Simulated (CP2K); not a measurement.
HfIn4SiO6:

```
Hf In Si O
1.0
     5.43134    0.00000    0.00000
    -2.71529    4.70390    0.00000
    -0.92829   -1.60769    7.40700
Hf In Si O
1 4 1 6
Direct
  0.78835 0.21165 0.00000
  0.62175 0.37825 0.50000
  0.45502 0.54498 0.00000
  0.28407 0.71593 0.50000
  0.95814 0.04186 0.50000
  0.12168 0.87832 0.00000
  0.06219 0.11415 0.86666
  0.88585 0.93781 0.13334
  0.79490 0.53784 0.86663
  0.46216 0.20510 0.13337
  0.15352 0.62879 0.13333
  0.37121 0.84648 0.86667
```

The cell was built by a generator and needn't be a form met in nature.

Base run:

| Quantity | Value |
| --- | --- |
| Program | CP2K 2026.2 |
| Functional | LDA |
| Potentials or basis | POTENTIAL_UZH Hf GTH-PBE-q12, In GTH-PBE-q13, Si GTH-PBE-q4, O GTH-PBE-q6; TZVP-MOLOPT-PBE-GTH basis |
| Density cutoff | 13606 eV |
| k mesh | 6 × 6 × 4 |
| Occupations | fermi-dirac, width 0.05 eV |
| Spin | no spin polarisation |

Its results: band gap on the k mesh none (metal or under the smearing width); pressure -6.0 GPa; largest force 0.401 eV/Å.

Q: The run is repeated on the same cell with these changes: functional from LDA to PBEsol. What comes out?

A: Band gap on the k mesh none (metal or under the smearing width); pressure -4.0 GPa; largest force 0.336 eV/Å.

PBEsol binds less tightly than LDA, so the same cell stands under more pressure.

Caveats: the potentials were made for another functional, which shifts forces and pressure; spin-orbit coupling is left out, which moves the levels of the heavy elements; the basis of atomic orbitals isn't converged, which shifts pressures, moduli and gaps.
